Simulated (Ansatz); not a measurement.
# CH₅AlBrGa: small, medium and large basis sets

The task here is to estimate one member of a computed series from the others.

Program: Ansatz 0.2.0, Gaussian basis. Level of theory: one geometry, several basis sets. These are calculated values, not measurements.

Levels to be run: PBE0-D4/def2-SVP; ωB97M-V/def2-SVP; PBE0-D4/def2-QZVPP; ωB97M-V/def2-QZVPP; the functionals' def2-TZVPP values are taken from earlier runs.

## The geometry

The geometry comes from an earlier relaxation with PBE0-D4 in a triple-zeta def2 set; it is a stationary point, not always the lowest conformer.

SMILES `[CH3][Al]([GaH2])[Br]`, 9 atoms, charge 0, spin multiplicity 1.

Atoms are counted from 1 here; the program's logs count them from 0.

Bond lengths: C1–Al2 1.947 Å, C1–H5 1.095 Å, C1–H6 1.093 Å, C1–H7 1.095 Å, Al2–Ga3 2.510 Å, Al2–Br4 2.286 Å, Ga3–H8 1.578 Å, Ga3–H9 1.578 Å. Angles: Al2–C1–H5 110.2°, Al2–C1–H6 113.0°, Al2–C1–H7 110.2°, H5–C1–H6 108.3°, H5–C1–H7 106.8°, H6–C1–H7 108.2°, C1–Al2–Ga3 132.1°, C1–Al2–Br4 115.6°, Ga3–Al2–Br4 112.3°, Al2–Ga3–H8 122.2°, Al2–Ga3–H9 122.2°, H8–Ga3–H9 115.6°.

Set-up of the first run:

The input, in.yaml:

```yaml
crystal:
  periodic: [false, false, false]
  atoms:
    - {symbol: C, position_ang: [-0.208002, 1.606076, -0.843132]}
    - {symbol: Al, position_ang: [-0.289569, -0.283235, -0.381412]}
    - {symbol: Ga, position_ang: [0.646952, -1.584048, 1.550500]}
    - {symbol: Br, position_ang: [-1.444455, -1.609602, -1.842178]}
    - {symbol: H, position_ang: [-1.218651, 2.018393, -0.927184]}
    - {symbol: H, position_ang: [0.344638, 2.200746, -0.111920]}
    - {symbol: H, position_ang: [0.268807, 1.735327, -1.820160]}
    - {symbol: H, position_ang: [2.069956, -2.263215, 1.495862]}
    - {symbol: H, position_ang: [-0.169675, -1.820442, 2.879634]}
basis:
  gaussian: {orbitals: def2-SVP}
hamiltonian: {xc: pbe0, dispersion: d4}
output: {orbitals: {seedname: orbitals}}
```

Command:

```console
$ ansatz run in.yaml --threads 2 --pin off --events-out ev --progress --plain --max-ram 22528MiB --backend cpu
```

Steps of the session up to this table: PBE0-D4 in def2-SVP; ωB97M-V in def2-SVP; PBE0-D4 in def2-QZVPP; ωB97M-V in def2-QZVPP.

One of the session's tables, all rows but one given; the rest of the session is left out.

It belongs to the step «Density functionals: the series». 

| functional | basis | HOMO (eV) | LUMO (eV) |
| --- | --- | --- | --- |
| PBE0-D4 | def2-SVP | -6.95 | -2.19 |
| PBE0-D4 | def2-TZVPP | -6.99 | -2.21 |
| PBE0-D4 | def2-QZVPP | -6.99 | -2.23 |
| ωB97M-V | def2-SVP | -8.89 | -0.45 |
| ωB97M-V | def2-TZVPP | ? | ? |
| ωB97M-V | def2-QZVPP | -8.96 | -0.61 |

Q: Estimate the row for ωB97M-V, def2-TZVPP from the others.

**Answer.** HOMO (eV): -8.95; LUMO (eV): -0.51. In the column «HOMO (eV)» it lies between ωB97M-V, def2-QZVPP (-8.96) and ωB97M-V, def2-SVP (-8.89).
